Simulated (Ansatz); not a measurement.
# Ca3Zr2N: what a guessed cell relaxes into

The task: take a trial cell of Ca3Zr2N to zero force and stress.

Computed with Ansatz 0.2.0 (DFT PBE, scalar-relativistic, plane waves, PAW, unless a step's input says otherwise).

### 1 The structure to begin with

It takes space group P-3m1 (No. 164, trigonal). Conventional cell: a = 3.676 Å, b = 3.676 Å, c = 9.009 Å, α = 90.00°, β = 90.00°, γ = 120.00°. Ca (site symmetry -3m) is surrounded by 6 Zr at 2.57 Å. Ca (site symmetry 3m) is surrounded by 3 Zr at 2.57 Å and 3 N at 2.66 Å. Zr (site symmetry 3m) is surrounded by 6 Ca at 2.57 Å. Around N (site symmetry -3m) lie 6 Ca at 2.66 Å.

As a file:

```xyz
6
Lattice="3.6763 0.0000 0.0000 -1.8382 3.1838 0.0000 0.0000 0.0000 9.0090" Properties=species:S:1:pos:R:3 pbc="T T T"
Ca    0.0000    0.0000    4.5045
Ca    0.0000    2.1225    1.6044
Ca    1.8382    1.0613    7.4046
Zr    0.0000    2.1225    5.9555
Zr    1.8382    1.0613    3.0535
N     0.0000    0.0000    0.0000
```

The cell is invented: species swapped into a database cell of Na3BrCl2 (P-3m1, No. 164), with Ca on the Na sites, N on the Br sites and Zr on the Cl sites. Lengths come from tabulated atomic sizes and are only a guess.

### 2 Probe: one point on a coarse mesh

input.yaml reads:

```yaml
crystal:
  lattice:
    - [3.67631025, 0.0, 0.0]
    - [-1.83815513, 3.18377807, 0.0]
    - [0.0, 0.0, 9.00898873]
  atoms:
    - { symbol: Ca, position: [0.0, 0.0, 0.5] }
    - { symbol: Ca, position: [0.33333333, 0.66666667, 0.17809299] }
    - { symbol: Ca, position: [0.66666667, 0.33333333, 0.82190701] }
    - { symbol: Zr, position: [0.33333333, 0.66666667, 0.66105676] }
    - { symbol: Zr, position: [0.66666667, 0.33333333, 0.33894324] }
    - { symbol: "N", position: [0.0, 0.0, 0.0] }
basis:
  ecutwfc: 420
kpoints:
  mp_grid: { grid: [6, 6, 2] }
hamiltonian:
  xc: pbe
scf:
  occupations: { method: gaussian, width: 0.1 }
  lower_state_search: "off"
output:
  forces: true
  stress: true
  eigenvalues: true
```

The run is started by

```sh
> ansatz run input.yaml --threads 1 --pin off --max-ram 2560MiB --backend cpu --events-out ev --progress --plain --runs-dir out
```

Further runs follow: a loose first relaxation; spin check on a coarse mesh; final relaxation.

Before running it: what results should come out? Wanted: conventional cell; volume; energy over the elements; gap on the mesh; total moment.

As calculated:

| quantity | value |
| --- | --- |
| symmetry at the end (tolerance 0.05 Å) | space group P-3m1 (No. 164) |
| conventional cell | a = 3.365 Å, b = 3.365 Å, c = 15.271 Å, α = 90.00°, β = 90.00°, γ = 120.00° |
| volume | 24.95 Å³/atom |
| energy over the elements (uncorrected; H, N, O, F and Cl as molecules) | -0.03 eV/atom |
| gap on the mesh | none (metal) |
| total moment | 0.60 μB/cell |

What this shows: The space group P-3m1 (No. 164) is kept, and the volume per atom grows by 42.0 % from the first guess. The formation energy of this structure is too near zero to say whether it is bound against the elements. No finished test with a distortion of lower symmetry is shown, so the end may be a saddle point. Other magnetic orders were not searched.
